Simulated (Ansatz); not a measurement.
BW:

```
W B
1.0
    -1.55750    1.55750    8.46500
     1.55750   -1.55750    8.46500
     1.55750    1.55750   -8.46500
W B
4 4
Direct
  0.80300 0.80300 0.00000
  0.55300 0.05300 0.50000
  0.94700 0.44700 0.50000
  0.19700 0.19700 0.00000
  0.64800 0.64800 0.00000
  0.39800 0.89800 0.50000
  0.10200 0.60200 0.50000
  0.35200 0.35200 0.00000
```

* Program: Ansatz 0.2.0
* Task: relaxation of cell and atoms
* Functional: r2SCAN
* Potentials or basis: Ansatz PAW
* Cutoff: 500 eV (not typed: the program's choice for these potentials)
* k mesh: 12 × 12 × 12
* Occupations: fermi-dirac, width 0.05 eV
* Spin: no spin polarisation

At the start: volume 10.27 Å³/atom.

Task: How do energy, volume and symmetry change on relaxing?

Result: It ends after 7 steps and the volume is 10.34 Å³/atom (+0.7 %); space group I4_1/amd (No. 141, to 0.05 Å).

The path:
| step | energy change (eV) | largest force (eV/Å) | volume (Å³) |
| --- | --- | --- | --- |
| 1 | 0.0000 | 2.1082 | 82.14 |
| 2 | -0.3505 | 1.1661 | 82.12 |
| 3 | -0.4244 | 1.1297 | 84.30 |
| 4 | -0.5540 | 0.1031 | 82.16 |
| 5 | -0.5603 | 0.0166 | 82.74 |
| 6 | -0.5603 | 0.0009 | 82.70 |
| 7 | -0.5606 | 0.0009 | 82.70 |

Final structure:
```
W B
1.0
    -1.56471    1.56471    8.44487
     1.56471   -1.56471    8.44487
     1.56471    1.56471   -8.44487
W B
4 4
Direct
  0.80307 0.80307 0.00000
  0.55307 0.05307 0.50000
  0.94693 0.44693 0.50000
  0.19693 0.19693 0.00000
  0.65623 0.65623 0.00000
  0.40623 0.90623 0.50000
  0.09377 0.59377 0.50000
  0.34377 0.34377 0.00000
```

Caveat: the plane-wave basis is chosen anew once the cell has moved, so the energies of steps on either side of that aren't comparable; the PAW data sets come from PBE, with cores solved anew for the run's functional, which leaves a small shift of forces and pressure.
